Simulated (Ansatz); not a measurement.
# SiH2Me(NCO) (C₂H₅NOSi): geometry, orbitals and charge

Aim: characterise SiH2Me(NCO) (C₂H₅NOSi) as a singlet: its structure, frontier levels and distribution of charge.

Program: Ansatz 0.2.0, Gaussian basis. Level of theory: RKS PBE0-D4/def2-TZVP. These are calculated values, not measurements.

The runs, in order: relaxation at PBE-D4/def2-SVP; a search for the lowest solution at PBE0-D4/def2-SVP; a single point at PBE0-D4/def2-TZVP.

**1. Starting geometry**

10 atoms, charge 0, spin multiplicity 1.

Atoms are counted from 1 here; the program's logs count them from 0.

Bond lengths: Si1–H2 1.465 Å, Si1–H3 1.463 Å, Si1–C4 1.893 Å, Si1–N8 1.725 Å, C4–H5 1.086 Å, C4–H6 1.087 Å, C4–H7 1.087 Å, N8–C9 1.185 Å, C9–O10 1.157 Å. Angles: H2–Si1–H3 112.1°, H2–Si1–C4 112.2°, H2–Si1–N8 108.1°, H3–Si1–C4 112.4°, H3–Si1–N8 106.0°, C4–Si1–N8 105.5°, Si1–C4–H5 111.1°, Si1–C4–H6 111.5°, Si1–C4–H7 111.3°, H5–C4–H6 107.6°, H5–C4–H7 107.7°, H6–C4–H7 107.5°, Si1–N8–C9 158.7°, N8–C9–O10 175.9°.

The start is a GFN2-xTB geometry.

**2. Relaxation at PBE-D4/def2-SVP**

in.yaml

```yaml
crystal:
  periodic: [false, false, false]
  atoms:
    - {symbol: Si, position_ang: [0.672450, 0.010290, 0.435550]}
    - {symbol: H, position_ang: [0.615360, -0.143170, 1.890910]}
    - {symbol: H, position_ang: [2.039510, -0.095230, -0.075210]}
    - {symbol: C, position_ang: [-0.198160, 1.584410, -0.152560]}
    - {symbol: H, position_ang: [0.330100, 2.471520, 0.184410]}
    - {symbol: H, position_ang: [-1.214950, 1.642900, 0.227050]}
    - {symbol: H, position_ang: [-0.251320, 1.624380, -1.237310]}
    - {symbol: N, position_ang: [-0.203810, -1.294080, -0.276690]}
    - {symbol: C, position_ang: [-0.656050, -2.382420, -0.402270]}
    - {symbol: O, position_ang: [-1.133120, -3.418600, -0.593870]}
basis:
  gaussian: {orbitals: def2-SVP}
hamiltonian: {xc: pbe, dispersion: d4}
scf: {omitted_lower_state_checks: [starts]}
output: {orbitals: {seedname: orbitals}}
relax: {f_tol: 0.02, max_steps: 100}
```

Command:

```sh
$ ansatz run in.yaml --threads 4 --pin off --events-out ev --progress --plain --max-ram 3916MiB
```

Further steps of the session: Searching for the lowest solution, PBE0-D4/def2-SVP; Single point, PBE0-D4/def2-TZVP.

Before running them: what should the planned runs give, taken together? Wanted: point group; commonest bond, hydrogen aside; HOMO, LUMO at PBE0-D4/def2-TZVP; dipole at PBE-D4/def2-SVP.

As calculated:

| quantity | value |
| --- | --- |
| point group | Cs |
| commonest bond, hydrogen aside | N–Si, 1 of mean length 1.736 Å |
| HOMO, LUMO at PBE0-D4/def2-TZVP | -8.47, 0.33 eV |
| dipole at PBE-D4/def2-SVP | 2.57 D |

**Reading.** The molecule keeps its bonding pattern by the stored test; the atoms moved 0.13 Å (rms), and the angle Si1–N8–C9 went from 159° to 178°. No usable vibrations, so a minimum isn't proven. The HOMO lies nearest to N8 39 %; O10 27 % and the LUMO to C9 16 %; H2, H3 about 15 % each. The point group is read from a loosely relaxed geometry; soft torsions can leave it below the true symmetry.
